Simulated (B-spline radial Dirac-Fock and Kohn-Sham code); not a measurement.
# An X-ray data sheet for Sn⁺, step by step

Aim: for the Sn⁺ ion, compute how cheaper methods do for the levels.

Method: a free atom or ion on a radial basis; each step names its model; computed with B-spline radial Dirac-Fock and Kohn-Sham code, version 2.

## (1) The system

Tin as Sn⁺, [Kr] 4d10 5s2 5p1.

```yaml
nuclear_charge: 50
electrons: 49
mass_number: 120
nuclear_rms_radius: 4.6519 fm
```

Outer shells as boxes (Hund's rule, for the drawing alone; heavy ions are jj-coupled, and the calculation averages over the configuration):

```
[Kr] core
4d [↑↓][↑↓][↑↓][↑↓][↑↓]
5s [↑↓]
5p [↑ ][  ][  ]
```

## (2) Dirac LDA, for comparison

Model: Dirac-Kohn-Sham LDA (Slater exchange, VWN correlation), finite nucleus, spherical and without spin polarisation.

Settings, as recorded:

```ini
task = binding-ladder
Z = 50
charge = 1
configuration = 1s2 2s2 2p6 3s2 3p6 3d10 4s2 4p6 4d10 5s2 5p1
mass_number = 120
rms_radius = 4.6519  # fm
method = lda,vwn
relativity = dirac
```

## (3) The levels by non-relativistic HF

Model: non-relativistic Hartree-Fock, average of configuration, point nucleus.

Recorded inputs:

```ini
task = binding-ladder
method = hf
relativity = nr
```

(Steps that only read results are left out.)

Before running it: what results should come out? Wanted: Dirac LDA, K: eigenvalue / ΔSCF; non-relativistic HF: deepest eigenvalue.

As calculated:

| quantity | value |
| --- | --- |
| Dirac LDA, K: eigenvalue / ΔSCF | 28967.3 / 29303.0 eV |
| non-relativistic HF: deepest eigenvalue | -28341.2 eV |

**Reading.** Dirac LDA misses the K level by -0.9 % with its eigenvalue and by +0.3 % with ΔSCF, so total-energy differences mend most of the error. The Hartree-Fock and Dirac-Fock values hold no electron correlation.
